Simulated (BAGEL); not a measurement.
# quartet GeSiH5S at 3 levels

Wanted: a comparison of 3 runs (UHF/STO-3G, UHF/6-31G*, UHF/def2-SVP) of quartet GeSiH5S. 

Program for the calculation: BAGEL 1.2.2.

## Step 1: The molecule

GeSiH5S has 8 atoms, charge 0, and is taken as a quartet. SMILES of the parent species: `[SiH2][S][GeH3]`. Geometry: relaxed at PBE0-D4/def2-TZVP. This is one conformer, not always the lowest. That shape belongs to the parent species and isn't relaxed for this state.

Bond lengths: Si1–S2 2.124 Å, S2–Ge3 2.231 Å, Si1–H4 1.493 Å, Si1–H5 1.489 Å, Ge3–H6 1.535 Å, Ge3–H7 1.533 Å, Ge3–H8 1.536 Å. Angles: Si1–S2–Ge3 98.6°, S2–Si1–H4 111.3°, S2–Si1–H5 106.6°, S2–Ge3–H6 109.7°, S2–Ge3–H7 105.3°, S2–Ge3–H8 109.3°, H4–Si1–H5 110.5°, H6–Ge3–H7 111.0°, H6–Ge3–H8 110.3°, H7–Ge3–H8 111.2°.

## Step 2: The energy at UHF/STO-3G (density fitting with qzvpp-jkfit) (run 1)

Contents of input.json:

```json
{ "bagel": [

{
  "title": "molecule",
  "basis": "sto-3g",
  "df_basis": "qzvpp-jkfit",
  "angstrom": "true",
  "geometry": [
    { "atom": "Si", "xyz": [   -0.878000,    1.488200,   -0.662000 ] },
    { "atom": "S", "xyz": [    1.044600,    0.591100,   -0.762500 ] },
    { "atom": "Ge", "xyz": [    0.739700,   -1.018400,    0.752500 ] },
    { "atom": "H", "xyz": [   -1.958600,    0.475700,   -0.855700 ] },
    { "atom": "H", "xyz": [   -0.926300,    2.513700,   -1.740000 ] },
    { "atom": "H", "xyz": [    0.538900,   -0.391700,    2.139300 ] },
    { "atom": "H", "xyz": [    2.019500,   -1.860500,    0.710100 ] },
    { "atom": "H", "xyz": [   -0.487400,   -1.855100,    0.362700 ] }
  ]
},
{
  "title": "uhf",
  "nopen": 3
},
{
  "title": "print",
  "file": "orbitals.molden",
  "orbitals": "true"
}

]}
```

Started as:

```
$ BAGEL_NUM_THREADS=1 BAGEL input.json > input.out
```

Output:

```text
* using 1 threads per process

  ===============================================================
  ===============================================================

  *** Geometry ***

  { "atom" : "Si", "xyz" : [     -1.659180,      2.812290,     -1.250999 ] },
  { "atom" : "S", "xyz" : [      1.974008,      1.117017,     -1.440916 ] },
  { "atom" : "Ge", "xyz" : [      1.397830,     -1.924497,      1.422019 ] },
  { "atom" : "H", "xyz" : [     -3.701218,      0.898943,     -1.617039 ] },
  { "atom" : "H", "xyz" : [     -1.750453,      4.750205,     -3.288123 ] },
  { "atom" : "H", "xyz" : [      1.018373,     -0.740206,      4.042691 ] },
  { "atom" : "H", "xyz" : [      3.816302,     -3.515835,      1.341895 ] },
  { "atom" : "H", "xyz" : [     -0.921053,     -3.505631,      0.685404 ] },

  Number of auxiliary basis functions:      612

  Since a DF basis is specified, we compute 2- and 3-index integrals:
    o Being stored without compression. Storage requirement is 0.008 GB

  Number of basis functions:       41
  Number of electrons      :       67

    * METHOD: MOLECULE                             0.33

  *** Open-shell HF ***

  === Nuclear Repulsion ===
   321.8778287080

      * DIIS with orbital gradients will be used.

  === UHF iteration (sto-3g) ===
      0      -2733.15277575          0.01011255           0.13
      1      -2733.19055725          0.00303121           0.13
      2      -2733.19564066          0.00120214           0.13
      3      -2733.19717924          0.00026183           0.13
      4      -2733.19745862          0.00015259           0.13
      5      -2733.19766029          0.00008462           0.13
      6      -2733.19771236          0.00004798           0.12
      7      -2733.19771937          0.00002912           0.13
      8      -2733.19772333          0.00001131           0.14
      9      -2733.19772427          0.00000523           0.13
     10      -2733.19772442          0.00000286           0.13
     11      -2733.19772446          0.00000161           0.13
     12      -2733.19772448          0.00000077           0.13
     13      -2733.19772449          0.00000045           0.13
     14      -2733.19772449          0.00000026           0.13
     15      -2733.19772449          0.00000019           0.13
     16      -2733.19772449          0.00000011           0.13
     17      -2733.19772449          0.00000006           0.13
     18      -2733.19772449          0.00000003           0.13
     19      -2733.19772449          0.00000001           0.13
     20      -2733.19772449          0.00000001           0.13
    * SCF iteration converged.

    * S^2 (UHF) is 3.7568

    * Permanent dipole moment:
           (    0.380752,    -1.180152,     0.567973) a.u.

    * METHOD: UHF                                  2.94

    * METHOD: PRINT                                0.00

  ===============================================================
```

It took 3.6 s on 1 thread of Arm Neoverse V1, shared host; peak memory 0.092 GiB.

## Step 3: The energy at UHF/6-31G(d) (density fitting with qzvpp-jkfit, spherical functions) (run 2)

Contents of calc.json:

```json
{ "bagel" : [

{
  "title" : "molecule",
  "basis" : "6-31gs.json",
  "df_basis" : "qzvpp-jkfit",
  "angstrom" : "true",
  "geometry" : [
    { "atom" : "Si", "xyz" : [   -0.878000,    1.488200,   -0.662000 ] },
    { "atom" : "S", "xyz" : [    1.044600,    0.591100,   -0.762500 ] },
    { "atom" : "Ge", "xyz" : [    0.739700,   -1.018400,    0.752500 ] },
    { "atom" : "H", "xyz" : [   -1.958600,    0.475700,   -0.855700 ] },
    { "atom" : "H", "xyz" : [   -0.926300,    2.513700,   -1.740000 ] },
    { "atom" : "H", "xyz" : [    0.538900,   -0.391700,    2.139300 ] },
    { "atom" : "H", "xyz" : [    2.019500,   -1.860500,    0.710100 ] },
    { "atom" : "H", "xyz" : [   -0.487400,   -1.855100,    0.362700 ] }
  ]
},
{
  "title" : "uhf",
  "charge" : 0,
  "nopen" : 3
},
{
  "title" : "print",
  "file" : "orbitals.molden",
  "orbitals" : "true"
}

]}
```

The basis set 6-31G* is read from a file made from the Basis Set Exchange's data (not shown).

Started as:

```
$ BAGEL_NUM_THREADS=1 BAGEL calc.json > calc.out
```

Output:

```text
* using 1 threads per process

  ===============================================================
  ===============================================================

  *** Geometry ***

  { "atom" : "Si", "xyz" : [     -1.659180,      2.812290,     -1.250999 ] },
  { "atom" : "S", "xyz" : [      1.974008,      1.117017,     -1.440916 ] },
  { "atom" : "Ge", "xyz" : [      1.397830,     -1.924497,      1.422019 ] },
  { "atom" : "H", "xyz" : [     -3.701218,      0.898943,     -1.617039 ] },
  { "atom" : "H", "xyz" : [     -1.750453,      4.750205,     -3.288123 ] },
  { "atom" : "H", "xyz" : [      1.018373,     -0.740206,      4.042691 ] },
  { "atom" : "H", "xyz" : [      3.816302,     -3.515835,      1.341895 ] },
  { "atom" : "H", "xyz" : [     -0.921053,     -3.505631,      0.685404 ] },

  Number of auxiliary basis functions:      612

  Since a DF basis is specified, we compute 2- and 3-index integrals:
    o Being stored without compression. Storage requirement is 0.030 GB

  Number of basis functions:       78
  Number of electrons      :       67

    * METHOD: MOLECULE                             0.45

  *** Open-shell HF ***

  === Nuclear Repulsion ===
   321.8778287080

      * DIIS with orbital gradients will be used.

  === UHF iteration (6-31gs.json) ===
      0      -2764.11352350          0.01363428           0.27
      1      -2764.18096857          0.00518860           0.26
      2      -2764.19353182          0.00233002           0.26
      3      -2764.19692032          0.00114244           0.26
      4      -2764.19826993          0.00042790           0.25
      5      -2764.19858371          0.00030902           0.25
      6      -2764.19874900          0.00023263           0.26
      7      -2764.19890999          0.00017372           0.27
      8      -2764.19905099          0.00008072           0.26
      9      -2764.19907592          0.00003651           0.27
[... 17 lines of this table left out ...]
     27      -2764.19909177          0.00000003           0.27
     28      -2764.19909177          0.00000002           0.27
     29      -2764.19909177          0.00000001           0.27
     30      -2764.19909177          0.00000001           0.27
    * SCF iteration converged.

    * S^2 (UHF) is 3.7675

    * Permanent dipole moment:
           (    0.286889,    -1.021238,     0.671676) a.u.

    * METHOD: UHF                                  8.66

    * METHOD: PRINT                                0.01

  ===============================================================
```

It took 9.3 s on 1 thread of Arm Neoverse V1, shared host; peak memory 0.15 GiB.

## Step 4: A single-point energy at UHF/def2-SVP (density fitting with qzvpp-jkfit) (run 3)

Contents of hf.json:

```json
{ "bagel" : [

{
  "title" : "molecule",
  "basis" : "svp",
  "df_basis" : "qzvpp-jkfit",
  "angstrom" : true,
  "geometry" : [
    { "atom" : "Si", "xyz" : [      -0.878000,       1.488200,      -0.662000 ] },
    { "atom" : "S", "xyz" : [       1.044600,       0.591100,      -0.762500 ] },
    { "atom" : "Ge", "xyz" : [       0.739700,      -1.018400,       0.752500 ] },
    { "atom" : "H", "xyz" : [      -1.958600,       0.475700,      -0.855700 ] },
    { "atom" : "H", "xyz" : [      -0.926300,       2.513700,      -1.740000 ] },
    { "atom" : "H", "xyz" : [       0.538900,      -0.391700,       2.139300 ] },
    { "atom" : "H", "xyz" : [       2.019500,      -1.860500,       0.710100 ] },
    { "atom" : "H", "xyz" : [      -0.487400,      -1.855100,       0.362700 ] }
  ]
},

{ "title" : "uhf", "nopen" : 3 },

{ "title" : "print", "file" : "orbitals.molden", "orbitals" : true }

]}
```

Started as:

```
$ BAGEL_NUM_THREADS=1 BAGEL hf.json > hf.out
```

Output:

```text
* using 1 threads per process

  ===============================================================
  ===============================================================

  *** Geometry ***

  { "atom" : "Si", "xyz" : [     -1.659180,      2.812290,     -1.250999 ] },
  { "atom" : "S", "xyz" : [      1.974008,      1.117017,     -1.440916 ] },
  { "atom" : "Ge", "xyz" : [      1.397830,     -1.924497,      1.422019 ] },
  { "atom" : "H", "xyz" : [     -3.701218,      0.898943,     -1.617039 ] },
  { "atom" : "H", "xyz" : [     -1.750453,      4.750205,     -3.288123 ] },
  { "atom" : "H", "xyz" : [      1.018373,     -0.740206,      4.042691 ] },
  { "atom" : "H", "xyz" : [      3.816302,     -3.515835,      1.341895 ] },
  { "atom" : "H", "xyz" : [     -0.921053,     -3.505631,      0.685404 ] },

  Number of auxiliary basis functions:      612

  Since a DF basis is specified, we compute 2- and 3-index integrals:
    o Being stored without compression. Storage requirement is 0.042 GB

  Number of basis functions:       93
  Number of electrons      :       67

    * METHOD: MOLECULE                             0.42

  *** Open-shell HF ***

  === Nuclear Repulsion ===
   321.8778287080

      * DIIS with orbital gradients will be used.

  === UHF iteration (svp) ===
      0      -2763.96158499          0.01218874           0.32
      1      -2764.02681156          0.00441013           0.32
      2      -2764.03930666          0.00206261           0.34
      3      -2764.04277899          0.00096645           0.34
      4      -2764.04405667          0.00033951           0.34
      5      -2764.04435196          0.00021973           0.34
      6      -2764.04447040          0.00016978           0.33
      7      -2764.04458083          0.00013298           0.33
      8      -2764.04468549          0.00007537           0.33
      9      -2764.04471358          0.00003752           0.34
[... 18 lines of this table left out ...]
     28      -2764.04473282          0.00000003           0.33
     29      -2764.04473282          0.00000002           0.32
     30      -2764.04473282          0.00000001           0.32
     31      -2764.04473282          0.00000001           0.33
    * SCF iteration converged.

    * S^2 (UHF) is 3.7684

    * Permanent dipole moment:
           (    0.225822,    -1.027409,     0.732008) a.u.

    * METHOD: UHF                                 10.99

    * METHOD: PRINT                                0.02

  ===============================================================
```

It took 12 s on 1 thread of Arm Neoverse V1, shared host; peak memory 0.17 GiB.

## Step 5: All runs side by side

```
run                                                               level   energy (Eh)  dipole moment (D)   ⟨S²⟩  wall time
  1                       UHF/STO-3G (density fitting with qzvpp-jkfit)  -2733.197724               3.47  3.757      3.6 s
  2  UHF/6-31G* (density fitting with qzvpp-jkfit, spherical functions)  -2764.199092               3.19  3.768      9.3 s
  3                     UHF/def2-SVP (density fitting with qzvpp-jkfit)  -2764.044733               3.26  3.768       12 s
```

## Step 6: Results

| quantity | value |
| --- | --- |
| run 3: total energy | -2764.04473 Eh |
| run 3: dipole moment | 3.26 D |
| run 3: ⟨S²⟩ | 3.768 |

**Reading.** The dipole moment (its size) runs from 3.19 D (UHF/6-31G*) to 3.47 D (UHF/STO-3G). In run 1 the basis is minimal, so the values are rough. All runs together took 25 s, the longest 12 s.
